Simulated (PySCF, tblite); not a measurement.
**C7H14P−: geometry, infrared bands and NMR shifts**

Aim: predict the infrared bands and NMR shifts of C7H14P− (`C=C[P-]CC(C)(C)C`).

Programs: tblite 0.8.0 and PySCF 2.14.0, with density-fitted response routines of our own. Each step states its level of theory. These are calculated values for one molecule in the gas phase, unless marked as measured. Atoms count from 0, in the outputs and in this text.

## Step 1: Starting geometry

22 atoms, charge -1, multiplicity 1; geometry from: force field or distance geometry start.

Bonds of the start (Å): C0–C1 1.35, C1–P2 1.83, P2–C3 1.90, C3–C4 1.54, C4–C5 1.55, C4–C6 1.54, C4–C7 1.54, C0–H8 1.09, C0–H9 1.07, C1–H10 1.08, C3–H11 1.09, C3–H12 1.12, C5–H13 1.10, C5–H14 1.09, C5–H15 1.10, C6–H16 1.09, C6–H17 1.09, C6–H18 1.10, C7–H19 1.10, C7–H20 1.10, C7–H21 1.09.

## Step 2: Optimising the geometry with GFN2-xTB

Job settings and geometry (Å):

```
{"job": {"kind": "relax", "xc": "GFN2-xTB", "basis": "xTB"}, "charge": -1, "multiplicity": 1}
C      4.091000    -0.700800     0.365800
C      2.922400    -0.039500     0.496900
P      1.412500    -0.960300     0.960500
C     -0.230400    -0.030100     1.138700
C     -1.121300     0.095100    -0.105200
C     -0.425300     0.887600    -1.235600
C     -1.564900    -1.271600    -0.656400
C     -2.381900     0.883200     0.301500
H      4.171300    -1.774100     0.511900
H      4.983100    -0.163400     0.103700
H      2.856700     1.026600     0.356800
H      0.005800     0.956900     1.537800
H     -0.794200    -0.550300     1.948700
H      0.439200     0.344100    -1.649600
H     -1.111000     1.091600    -2.062500
H     -0.063900     1.858100    -0.855200
H     -0.723500    -1.849100    -1.046200
H     -2.289500    -1.164900    -1.469000
H     -2.045900    -1.868100     0.137400
H     -2.934900     0.354400     1.091000
H     -3.071000     1.016200    -0.548300
H     -2.134800     1.877900     0.676700
```

On the command line:

```bash
OMP_NUM_THREADS=1 python probes_run.py task.json out
```

The driver reads the jobs from task.json and runs them one after another.

**Question.** This job is followed by: GFN2-xTB harmonic vibrations, gas phase; GIAO PBE0/pcSseg-1 NMR shielding, non-relativistic, gas phase. Predict these results of the whole session: strongest single infrared mode (GFN2-xTB); zero-point energy (GFN2-xTB); ¹³C shifts against TMS (PBE0/pcSseg-1, means over atoms taken as alike); ¹H shifts against TMS (PBE0/pcSseg-1, means over atoms taken as alike); ³¹P shifts against H3PO4 (PBE0/pcSseg-1).

As calculated:

| quantity | value |
| --- | --- |
| strongest single infrared mode (GFN2-xTB) | 3008 cm⁻¹, 313 km/mol |
| zero-point energy (GFN2-xTB) | 118.2 kcal/mol |
| ¹³C shifts against TMS (PBE0/pcSseg-1, means over atoms taken as alike) | 178.9, 81.1, 52.3, 34.7, 32.1 ppm |
| ¹H shifts against TMS (PBE0/pcSseg-1, means over atoms taken as alike) | 7.45, 4.17, 3.65, 1.61, 0.82 ppm |
| ³¹P shifts against H3PO4 (PBE0/pcSseg-1) | -33.9 ppm |

What this shows: Relaxing lowered the energy by 0.563 eV in 89 steps; the close pair that moved most is C1–P2, from 1.828 to 1.766 Å. All 60 modes are real, so the xTB geometry is a minimum. Unscaled tight-binding wavenumbers are off by several per cent, some by more. Its intensities can rank the bands wrongly. At PBE0/pcSseg-1 the HOMO lies above zero (+0.74 eV), as often for anions in the gas phase: self-interaction error lifts it, or the electron is held by the finite basis alone; counter-ions and solvent are missing.
